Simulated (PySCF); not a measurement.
**Solver options tried on BBr⁺**

Aim: find out which solver settings change the answer for BBr⁺.

Program: PySCF 2.14.0. Level of theory: method and basis as typed in the scripts. These are calculated values, not measurements.

2 further runs of the same task are left out: 2 that didn't finish.

## Step 1: Starting geometry

BBr⁺: 2 atoms, charge 1, spin multiplicity 2.

Bond lengths: B1–Br2 2.030 Å.

## Step 2: The base run

Input file input.py:

```python
from pyscf import gto, scf, mp

mol = gto.M(
    atom='B 0 0 0; Br 0 0 2.03',
    basis='6-31g*',
    charge=1,
    spin=1,
    symmetry=True,
    verbose=4,
)
mf = scf.UHF(mol)
mf = mf.density_fit(auxbasis='def2-universal-jkfit')
mf.kernel()
mp.MP2(mf, frozen=10).kernel()
mf.dip_moment()
print('orbital energies (hartree):', [e[max(0, n-3):n+3].round(4) for e, n in zip(mf.mo_energy, mol.nelec)])
```

Launch:

```console
> OMP_NUM_THREADS=1 python input.py
```

The log of this run is left out.

In short: E(SCF) = -2596.375411 Eh, 13 cycles, E(MP2) − E(SCF) = -0.28679 Eh, ⟨S²⟩ = 0.773.

The bond length is a typed value, not an optimised one. The dipole of an ion depends on the origin.

## Step 3: Damping 0.95

Run 1 changes damping: none → 0.95.

input.py: that of step 2 with these lines changed.

```diff
@@ -12,2 +12,4 @@
 mf = mf.density_fit(auxbasis='def2-universal-jkfit')
+mf.damp = 0.95
+mf.diis_start_cycle = 8
 mf.kernel()
```

Launch:

```console
> OMP_NUM_THREADS=1 python input.py
```

The program printed, cut to the lines that bear on the results:

```text
[lines on the frontier levels of each cycle are left out]
PySCF version 2.14.0

[INPUT] verbose = 4
[INPUT] num. atoms = 2
[INPUT] num. electrons = 39
[INPUT] charge = 1
[INPUT] spin (= nelec alpha-beta = 2S) = 1
[INPUT] symmetry True subgroup None
[INPUT] Mole.unit = angstrom
[INPUT] Symbol           X                Y                Z      unit          X                Y                Z       unit  Magmom
[INPUT]  1 B      0.000000000000   0.000000000000   0.000000000000 AA    0.000000000000   0.000000000000   0.000000000000 Bohr   0.0
[INPUT]  2 Br     0.000000000000   0.000000000000   2.030000000000 AA    0.000000000000   0.000000000000   3.836144032867 Bohr   0.0

nuclear repulsion = 45.6187250793104
point group symmetry = Coov
symmetry origin: [0.         0.         3.35662603]
symmetry axis x: [1. 0. 0.]
symmetry axis y: [0. 1. 0.]
symmetry axis z: [0. 0. 1.]
num. orbitals of irrep A1 = 18
num. orbitals of irrep E1x = 10
num. orbitals of irrep E1y = 10
num. orbitals of irrep E2x = 4
num. orbitals of irrep E2y = 4
number of shells = 18
number of NR pGTOs = 122
number of NR cGTOs = 46
basis = 6-31g*
ecp = {}

******** <class 'pyscf.df.df_jk.DFSymAdaptedUHF'> ********
method = DFSymAdaptedUHF
initial guess = minao
damping factor = 0.95
level_shift factor = 0
DIIS = <class 'pyscf.scf.diis.CDIIS'>
diis_start_cycle = 8
diis_space = 8
diis_damp = 0
SCF conv_tol = 1e-09
SCF conv_tol_grad = None
SCF max_cycles = 50
direct_scf = False
number electrons alpha = 20  beta = 19
Freeze 0 electrons in irreps []
    39 free electrons in irreps A1 E1x E1y E2x E2y
Set gradient conv threshold to 3.16228e-05
******** <class 'pyscf.df.df.DF'> ********
auxbasis = def2-universal-jkfit
init E= -2595.55936006585

cycle= 1 E= -2596.26665020993  delta_E= -0.707  |g|= 0.29  |ddm|= 1.01
cycle= 2 E= -2596.27754278106  delta_E= -0.0109  |g|= 0.273  |ddm|= 0.0451
cycle= 3 E= -2596.28719742161  delta_E= -0.00965  |g|= 0.257  |ddm|= 0.0417
cycle= 4 E= -2596.29575899589  delta_E= -0.00856  |g|= 0.243  |ddm|= 0.0385
cycle= 5 E= -2596.30335585875  delta_E= -0.0076  |g|= 0.229  |ddm|= 0.0357
cycle= 6 E= -2596.31010167831  delta_E= -0.00675  |g|= 0.216  |ddm|= 0.0332
cycle= 7 E= -2596.31609703754  delta_E= -0.006  |g|= 0.204  |ddm|= 0.0309
cycle= 8 E= -2596.36059342314  delta_E= -0.0445  |g|= 0.105  |ddm|= 0.49
cycle= 9 E= -2596.37044594897  delta_E= -0.00985  |g|= 0.0636  |ddm|= 0.203
cycle= 10 E= -2596.3736310514  delta_E= -0.00319  |g|= 0.0236  |ddm|= 0.0841
cycle= 11 E= -2596.374931892  delta_E= -0.0013  |g|= 0.0112  |ddm|= 0.0611
cycle= 12 E= -2596.37529541222  delta_E= -0.000364  |g|= 0.00449  |ddm|= 0.0411
cycle= 13 E= -2596.37537500341  delta_E= -7.96e-05  |g|= 0.00238  |ddm|= 0.0192
cycle= 14 E= -2596.37540829893  delta_E= -3.33e-05  |g|= 0.000819  |ddm|= 0.0201
cycle= 15 E= -2596.37541012701  delta_E= -1.83e-06  |g|= 0.000257  |ddm|= 0.00305
cycle= 16 E= -2596.37541042678  delta_E= -3e-07  |g|= 0.000123  |ddm|= 0.00132
cycle= 17 E= -2596.3754104992  delta_E= -7.24e-08  |g|= 5.73e-05  |ddm|= 0.000602
cycle= 18 E= -2596.37541051536  delta_E= -1.62e-08  |g|= 1.47e-05  |ddm|= 0.000359
cycle= 19 E= -2596.37541051608  delta_E= -7.2e-10  |g|= 5.11e-06  |ddm|= 6.98e-05
Extra cycle  E= -2596.37541051614  delta_E= -5.68e-11  |g|= 3.05e-06  |ddm|= 1.07e-05
converged SCF energy = -2596.37541051614  <S^2> = 0.77321274  2S+1 = 2.0230796

******** <class 'pyscf.mp.dfump2.DFUMP2'> ********
nocc = (np.int64(10), np.int64(9)), nmo = (36, 36)
frozen orbitals 10
E(DFUMP2) = -2596.66219769522  E_corr = -0.286787179084792
E(SCS-DFUMP2) = -2596.64208224142  E_corr = -0.266671725283075
E_corr(same-spin) = -0.0893917957138571
E_corr(oppo-spin) = -0.197395383370935

WARN: System has nonzero charge 1; the dipole moment is origin-dependent.
Location of origin: [0. 0. 0.]

Dipole moment(X, Y, Z, Debye):  0.00000,  0.00000,  2.80772
orbital energies (hartree): [array([-0.7624, -0.6987, -0.6987, -0.2468, -0.2468, -0.1029]), array([-0.8475, -0.6973, -0.6973, -0.2995, -0.2003, -0.2003])]
```

Wall time 0.46 s (1 thread of AMD EPYC 9R45, shared host).

Outcome: E(SCF) = -2596.375411 Eh (no change), 19 cycles, E(MP2) − E(SCF) = -0.28679 Eh, ⟨S²⟩ = 0.773.

The script also starts DIIS later, which adds to the count of cycles.

## Step 4: Smearing width 0.05 hartree

Run 2 changes smearing width: none → 0.05 hartree; step after the SCF: mp2 → none.

input.py: that of step 2 with these lines changed.

```diff
@@ -1,2 +1,2 @@
-from pyscf import gto, scf, mp
+from pyscf import gto, scf
 
@@ -12,4 +12,4 @@
 mf = mf.density_fit(auxbasis='def2-universal-jkfit')
+mf = scf.addons.smearing_(mf, sigma=0.05, method='fermi')
 mf.kernel()
-mp.MP2(mf, frozen=10).kernel()
 mf.dip_moment()
```

Launch:

```console
> OMP_NUM_THREADS=1 python input.py
```

The program printed:

```text
[... 30 set-up lines left out, the same as in an earlier log ...]
******** <class 'pyscf.scf.smearing.SmearingDFSymAdaptedUHF'> ********
method = SmearingDFSymAdaptedUHF
[... 1 set-up line left out, the same as in an earlier log ...]
damping factor = 0
[... 2 set-up lines left out, the same as in an earlier log ...]
diis_start_cycle = 1
[... 12 set-up lines left out, the same as in an earlier log ...]
init E= -2595.55936006585
    sigma = 0.05  Optimized mu = -0.244917636877  entropy = 2.0406162897
    Total E(T) = -2596.15963575481  Free energy = -2596.2616665693  E0 = -2596.21065116205
cycle= 1 E= -2596.15963575481  delta_E= -0.6  |g|= 0.481  |ddm|= 0.664
    sigma = 0.05  Optimized mu = -0.573539808019  entropy = 2.65435766019
    Total E(T) = -2596.15601902561  Free energy = -2596.28873690862  E0 = -2596.22237796712
cycle= 2 E= -2596.15601902561  delta_E= 0.00362  |g|= 0.556  |ddm|= 0.551
    sigma = 0.05  Optimized mu = -0.557403652091  entropy = 2.09352011425
    Total E(T) = -2596.22509447883  Free energy = -2596.32977048454  E0 = -2596.27743248168
cycle= 3 E= -2596.22509447883  delta_E= -0.0691  |g|= 0.118  |ddm|= 0.298
    sigma = 0.05  Optimized mu = -0.542986641574  entropy = 2.13140615379
    Total E(T) = -2596.22569362614  Free energy = -2596.33226393383  E0 = -2596.27897877999
cycle= 4 E= -2596.22569362614  delta_E= -0.000599  |g|= 0.0245  |ddm|= 0.0623
    sigma = 0.05  Optimized mu = -0.538300382054  entropy = 2.09894410097
    Total E(T) = -2596.22766609231  Free energy = -2596.33261329736  E0 = -2596.28013969483
cycle= 5 E= -2596.22766609231  delta_E= -0.00197  |g|= 0.00839  |ddm|= 0.0326
    sigma = 0.05  Optimized mu = -0.536629206053  entropy = 2.06928261198
    Total E(T) = -2596.22922378436  Free energy = -2596.33268791495  E0 = -2596.28095584965
cycle= 6 E= -2596.22922378436  delta_E= -0.00156  |g|= 0.00411  |ddm|= 0.0201
    sigma = 0.05  Optimized mu = -0.535987334537  entropy = 2.06454268403
    Total E(T) = -2596.22946713815  Free energy = -2596.33269427235  E0 = -2596.28108070525
cycle= 7 E= -2596.22946713815  delta_E= -0.000243  |g|= 0.00031  |ddm|= 0.00593
    sigma = 0.05  Optimized mu = -0.53588192273  entropy = 2.06306926343
    Total E(T) = -2596.22954100881  Free energy = -2596.33269447198  E0 = -2596.28111774039
cycle= 8 E= -2596.22954100881  delta_E= -7.39e-05  |g|= 0.000125  |ddm|= 0.000992
    sigma = 0.05  Optimized mu = -0.535867636414  entropy = 2.062980971
    Total E(T) = -2596.22954544403  Free energy = -2596.33269449258  E0 = -2596.2811199683
cycle= 9 E= -2596.22954544403  delta_E= -4.44e-06  |g|= 2.26e-05  |ddm|= 0.000321
    sigma = 0.05  Optimized mu = -0.535866413101  entropy = 2.06293946749
    Total E(T) = -2596.22954751978  Free energy = -2596.33269449316  E0 = -2596.28112100647
cycle= 10 E= -2596.22954751978  delta_E= -2.08e-06  |g|= 2.03e-06  |ddm|= 5.31e-05
    sigma = 0.05  Optimized mu = -0.535866367982  entropy = 2.06293677397
    Total E(T) = -2596.22954765446  Free energy = -2596.33269449316  E0 = -2596.28112107381
cycle= 11 E= -2596.22954765446  delta_E= -1.35e-07  |g|= 8.37e-07  |ddm|= 5.28e-06
    sigma = 0.05  Optimized mu = -0.535866504047  entropy = 2.0629383873
    Total E(T) = -2596.2295475738  Free energy = -2596.33269449316  E0 = -2596.28112103348
cycle= 12 E= -2596.2295475738  delta_E= 8.07e-08  |g|= 2.02e-07  |ddm|= 9.74e-07
    sigma = 0.05  Optimized mu = -0.535866581591  entropy = 2.06293918153
    Total E(T) = -2596.22954753409  Free energy = -2596.33269449316  E0 = -2596.28112101362
cycle= 13 E= -2596.22954753409  delta_E= 3.97e-08  |g|= 8.59e-08  |ddm|= 3.29e-07
    sigma = 0.05  Optimized mu = -0.535866594827  entropy = 2.0629392958
    Total E(T) = -2596.22954752837  Free energy = -2596.33269449317  E0 = -2596.28112101077
cycle= 14 E= -2596.22954752837  delta_E= 5.71e-09  |g|= 3.45e-08  |ddm|= 7.23e-08
    sigma = 0.05  Optimized mu = -0.535866598377  entropy = 2.06293934882
    Total E(T) = -2596.22954752572  Free energy = -2596.33269449317  E0 = -2596.28112100944
cycle= 15 E= -2596.22954752572  delta_E= 2.65e-09  |g|= 2.07e-08  |ddm|= 2.51e-08
    sigma = 0.05  Optimized mu = -0.535866600094  entropy = 2.06293937014
    Total E(T) = -2596.22954752465  Free energy = -2596.33269449316  E0 = -2596.28112100891
cycle= 16 E= -2596.22954752465  delta_E= 1.07e-09  |g|= 1.25e-08  |ddm|= 1.2e-08
    sigma = 0.05  Optimized mu = -0.53586660133  entropy = 2.06293938525
    Total E(T) = -2596.2295475239  Free energy = -2596.33269449316  E0 = -2596.28112100853
cycle= 17 E= -2596.2295475239  delta_E= 7.56e-10  |g|= 7.97e-09  |ddm|= 7.3e-09
    sigma = 0.05  Optimized mu = -0.535866601987  entropy = 2.06293939883
    Total E(T) = -2596.22954752322  Free energy = -2596.33269449316  E0 = -2596.28112100819
Extra cycle  E= -2596.22954752322  delta_E= 6.8e-10  |g|= 5.47e-09  |ddm|= 1.11e-08
converged SCF energy = -2596.22954752322  <S^2> = -2.8421709e-14  2S+1 = 1

WARN: System has nonzero charge 1; the dipole moment is origin-dependent.
Location of origin: [0. 0. 0.]

Dipole moment(X, Y, Z, Debye):  0.00000,  0.00000,  3.62002
orbital energies (hartree): [array([-0.7002, -0.7002, -0.5497, -0.2248, -0.2248, -0.0909]), array([-0.8828, -0.7002, -0.7002, -0.5497, -0.2248, -0.2248])]
```

Run time: 0.5 s. Hardware: 1 thread of AMD EPYC 9R45, shared host.

This run: E(SCF) = -2596.229548 Eh, ⟨S²⟩ = 0.000.

Smearing with one chemical potential does not keep the typed spin. The energy is that at the smeared occupations, without the entropy term. Smearing with one chemical potential need not keep the typed spin, and ⟨S²⟩ has no meaning at fractional occupations. Both spins end with the same levels: the smearing has lost the typed open shell.

## Step 5: Smearing width 0.01 hartree

Run 3 changes smearing width: none → 0.01 hartree; step after the SCF: mp2 → none.

input.py: that of step 2 with these lines changed.

```diff
@@ -1,2 +1,2 @@
-from pyscf import gto, scf, mp
+from pyscf import gto, scf
 
@@ -12,4 +12,4 @@
 mf = mf.density_fit(auxbasis='def2-universal-jkfit')
+mf = scf.addons.smearing_(mf, sigma=0.01, method='fermi')
 mf.kernel()
-mp.MP2(mf, frozen=10).kernel()
 mf.dip_moment()
```

Launch:

```console
> OMP_NUM_THREADS=1 python input.py
```

The program printed:

```text
[... 49 set-up lines left out, the same as in an earlier log ...]
init E= -2595.55936006585
    sigma = 0.01  Optimized mu = -0.256708795987  entropy = 1.38630346527
    Total E(T) = -2596.1747361983  Free energy = -2596.18859923295  E0 = -2596.18166771563
cycle= 1 E= -2596.1747361983  delta_E= -0.615  |g|= 0.521  |ddm|= 0.69
    sigma = 0.01  Optimized mu = -0.600753735224  entropy = 1.3939602995
    Total E(T) = -2596.2206532843  Free energy = -2596.2345928873  E0 = -2596.2276230858
cycle= 2 E= -2596.2206532843  delta_E= -0.0459  |g|= 0.539  |ddm|= 0.598
    sigma = 0.01  Optimized mu = -0.549277662927  entropy = 1.38629681573
    Total E(T) = -2596.2549112617  Free energy = -2596.26877422985  E0 = -2596.26184274577
cycle= 3 E= -2596.2549112617  delta_E= -0.0343  |g|= 0.0646  |ddm|= 0.261
    sigma = 0.01  Optimized mu = -0.537255393402  entropy = 1.38629778436
    Total E(T) = -2596.25573598351  Free energy = -2596.26959896135  E0 = -2596.26266747243
cycle= 4 E= -2596.25573598351  delta_E= -0.000825  |g|= 0.0152  |ddm|= 0.0415
    sigma = 0.01  Optimized mu = -0.534269955584  entropy = 1.38629723019
    Total E(T) = -2596.25589982434  Free energy = -2596.26976279664  E0 = -2596.26283131049
cycle= 5 E= -2596.25589982434  delta_E= -0.000164  |g|= 0.00458  |ddm|= 0.0205
    sigma = 0.01  Optimized mu = -0.534382787252  entropy = 1.38629709222
    Total E(T) = -2596.25593066933  Free energy = -2596.26979364025  E0 = -2596.26286215479
cycle= 6 E= -2596.25593066933  delta_E= -3.08e-05  |g|= 0.00165  |ddm|= 0.0108
    sigma = 0.01  Optimized mu = -0.534547075118  entropy = 1.38629722445
    Total E(T) = -2596.25593202429  Free energy = -2596.26979499653  E0 = -2596.26286351041
cycle= 7 E= -2596.25593202429  delta_E= -1.35e-06  |g|= 0.000226  |ddm|= 0.00246
    sigma = 0.01  Optimized mu = -0.534552088036  entropy = 1.38629721534
    Total E(T) = -2596.25593206842  Free energy = -2596.26979504057  E0 = -2596.26286355449
cycle= 8 E= -2596.25593206842  delta_E= -4.41e-08  |g|= 2.45e-05  |ddm|= 0.000414
    sigma = 0.01  Optimized mu = -0.534556178125  entropy = 1.38629721753
    Total E(T) = -2596.25593206961  Free energy = -2596.26979504179  E0 = -2596.2628635557
cycle= 9 E= -2596.25593206961  delta_E= -1.19e-09  |g|= 9.47e-06  |ddm|= 7.34e-05
    sigma = 0.01  Optimized mu = -0.534556063048  entropy = 1.38629721703
    Total E(T) = -2596.25593206977  Free energy = -2596.26979504194  E0 = -2596.26286355586
cycle= 10 E= -2596.25593206977  delta_E= -1.6e-10  |g|= 2.55e-06  |ddm|= 2.53e-05
    sigma = 0.01  Optimized mu = -0.534555638149  entropy = 1.38629721688
    Total E(T) = -2596.25593206978  Free energy = -2596.26979504195  E0 = -2596.26286355586
Extra cycle  E= -2596.25593206978  delta_E= -9.55e-12  |g|= 1.25e-06  |ddm|= 4.58e-06
converged SCF energy = -2596.25593206978  <S^2> = -1.0658141e-14  2S+1 = 1

WARN: System has nonzero charge 1; the dipole moment is origin-dependent.
Location of origin: [0. 0. 0.]

Dipole moment(X, Y, Z, Debye):  0.00000,  0.00000,  3.15000
orbital energies (hartree): [array([-0.705 , -0.705 , -0.5346, -0.2304, -0.2304, -0.0903]), array([-0.8799, -0.705 , -0.705 , -0.5346, -0.2304, -0.2304])]
```

Wall time 0.42 s (1 thread of AMD EPYC 9R45, shared host).

This run: E(SCF) = -2596.255932 Eh, 10 cycles, ⟨S²⟩ = 0.000.

Smearing with one chemical potential does not keep the typed spin. The energy is that at the smeared occupations, without the entropy term. Smearing with one chemical potential need not keep the typed spin, and ⟨S²⟩ has no meaning at fractional occupations. Both spins end with the same levels: the smearing has lost the typed open shell.

## Step 6: Smearing width 0.001 hartree

Run 4 changes smearing width: none → 0.001 hartree; step after the SCF: mp2 → none.

input.py: that of step 2 with these lines changed.

```diff
@@ -1,2 +1,2 @@
-from pyscf import gto, scf, mp
+from pyscf import gto, scf
 
@@ -12,4 +12,4 @@
 mf = mf.density_fit(auxbasis='def2-universal-jkfit')
+mf = scf.addons.smearing_(mf, sigma=0.001, method='fermi')
 mf.kernel()
-mp.MP2(mf, frozen=10).kernel()
 mf.dip_moment()
```

Launch:

```console
> OMP_NUM_THREADS=1 python input.py
```

The program printed:

```text
[... 49 set-up lines left out, the same as in an earlier log ...]
init E= -2595.55936006585
    sigma = 0.001  Optimized mu = -0.256708806816  entropy = 1.38629436112
    Total E(T) = -2596.17473624646  Free energy = -2596.17612254082  E0 = -2596.17542939364
cycle= 1 E= -2596.17473624646  delta_E= -0.615  |g|= 0.521  |ddm|= 0.69
    sigma = 0.001  Optimized mu = -0.600769818889  entropy = 1.38629436112
    Total E(T) = -2596.22083645523  Free energy = -2596.22222274959  E0 = -2596.22152960241
cycle= 2 E= -2596.22083645523  delta_E= -0.0461  |g|= 0.539  |ddm|= 0.598
    sigma = 0.001  Optimized mu = -0.549226643888  entropy = 1.38629436112
    Total E(T) = -2596.25491519841  Free energy = -2596.25630149277  E0 = -2596.25560834559
cycle= 3 E= -2596.25491519841  delta_E= -0.0341  |g|= 0.0644  |ddm|= 0.261
    sigma = 0.001  Optimized mu = -0.537235353446  entropy = 1.38629436112
    Total E(T) = -2596.25573609884  Free energy = -2596.2571223932  E0 = -2596.25642924602
cycle= 4 E= -2596.25573609884  delta_E= -0.000821  |g|= 0.0152  |ddm|= 0.0415
    sigma = 0.001  Optimized mu = -0.534269638935  entropy = 1.38629436112
    Total E(T) = -2596.25589983391  Free energy = -2596.25728612827  E0 = -2596.25659298109
cycle= 5 E= -2596.25589983391  delta_E= -0.000164  |g|= 0.00458  |ddm|= 0.0204
    sigma = 0.001  Optimized mu = -0.534383988229  entropy = 1.38629436112
    Total E(T) = -2596.25593070544  Free energy = -2596.2573169998  E0 = -2596.25662385262
cycle= 6 E= -2596.25593070544  delta_E= -3.09e-05  |g|= 0.00165  |ddm|= 0.0108
    sigma = 0.001  Optimized mu = -0.534547094291  entropy = 1.38629436112
    Total E(T) = -2596.25593205171  Free energy = -2596.25731834607  E0 = -2596.25662519889
cycle= 7 E= -2596.25593205171  delta_E= -1.35e-06  |g|= 0.000227  |ddm|= 0.00246
    sigma = 0.001  Optimized mu = -0.534552102122  entropy = 1.38629436112
    Total E(T) = -2596.25593209539  Free energy = -2596.25731838975  E0 = -2596.25662524257
cycle= 8 E= -2596.25593209539  delta_E= -4.37e-08  |g|= 2.45e-05  |ddm|= 0.000411
    sigma = 0.001  Optimized mu = -0.534556158562  entropy = 1.38629436112
    Total E(T) = -2596.25593209659  Free energy = -2596.25731839095  E0 = -2596.25662524377
cycle= 9 E= -2596.25593209659  delta_E= -1.2e-09  |g|= 9.47e-06  |ddm|= 7.33e-05
    sigma = 0.001  Optimized mu = -0.534556047033  entropy = 1.38629436112
    Total E(T) = -2596.25593209675  Free energy = -2596.25731839111  E0 = -2596.25662524393
cycle= 10 E= -2596.25593209675  delta_E= -1.56e-10  |g|= 2.54e-06  |ddm|= 2.52e-05
    sigma = 0.001  Optimized mu = -0.534555623056  entropy = 1.38629436112
    Total E(T) = -2596.25593209676  Free energy = -2596.25731839112  E0 = -2596.25662524394
Extra cycle  E= -2596.25593209676  delta_E= -1.18e-11  |g|= 1.24e-06  |ddm|= 4.56e-06
converged SCF energy = -2596.25593209676  <S^2> = -1.4210855e-14  2S+1 = 1

WARN: System has nonzero charge 1; the dipole moment is origin-dependent.
Location of origin: [0. 0. 0.]

Dipole moment(X, Y, Z, Debye):  0.00000,  0.00000,  3.15000
orbital energies (hartree): [array([-0.705 , -0.705 , -0.5346, -0.2304, -0.2304, -0.0903]), array([-0.8799, -0.705 , -0.705 , -0.5346, -0.2304, -0.2304])]
```

Run time: 0.43 s. Hardware: 1 thread of AMD EPYC 9R45, shared host.

This run: E(SCF) = -2596.255932 Eh, 10 cycles, ⟨S²⟩ = 0.000.

Smearing with one chemical potential does not keep the typed spin. The energy is that at the smeared occupations, without the entropy term. Smearing with one chemical potential need not keep the typed spin, and ⟨S²⟩ has no meaning at fractional occupations. Both spins end with the same levels: the smearing has lost the typed open shell.

## Step 7: Comparison

```
                         run  E(SCF) (hartree)  from base (eV)  cycles  gap, α spin (eV)                           after the SCF
                        base      -2596.375411               0      13             12.30  MP2 correlation -7.804 eV, core frozen
                damping 0.95      -2596.375411          0.0000      19             12.30  MP2 correlation -7.804 eV, core frozen
 smearing width 0.05 hartree      -2596.229548  not comparable      17               n/a                                     n/a
 smearing width 0.01 hartree      -2596.255932  not comparable      10               n/a                                     n/a
smearing width 0.001 hartree      -2596.255932  not comparable      10               n/a                                     n/a
```

Wall time on 1 thread of AMD EPYC 9R45, shared host, start-up included: base 0.46 s; damping 0.95 0.46 s; smearing width 0.05 hartree 0.5 s; smearing width 0.01 hartree 0.42 s; smearing width 0.001 hartree 0.43 s.

Distance from each run's final energy (log10 hartree) by cycle:

| run | cycle 1 | cycle 2 | cycle 3 | cycle 5 | cycle 8 | cycle 12 |
| --- | --- | --- | --- | --- | --- | --- |
| base | -1.0 | -1.5 | -2.2 | -3.3 | -5.1 | -9.2 |
| damping 0.95 | -1.0 | -1.0 | -1.1 | -1.1 | -1.8 | -3.9 |
| smearing width 0.05 hartree | -1.2 | -1.1 | -2.4 | -2.7 | -5.2 | -7.3 |
| smearing width 0.01 hartree | -1.1 | -1.5 | -3.0 | -4.5 | -8.9 | done |
| smearing width 0.001 hartree | -1.1 | -1.5 | -3.0 | -4.5 | -8.9 | done |

What this shows: The SCF energy stays the same, to the digits that matter, with damping 0.95. The base needs 13 cycles and the run with damping 0.95 needs 19.
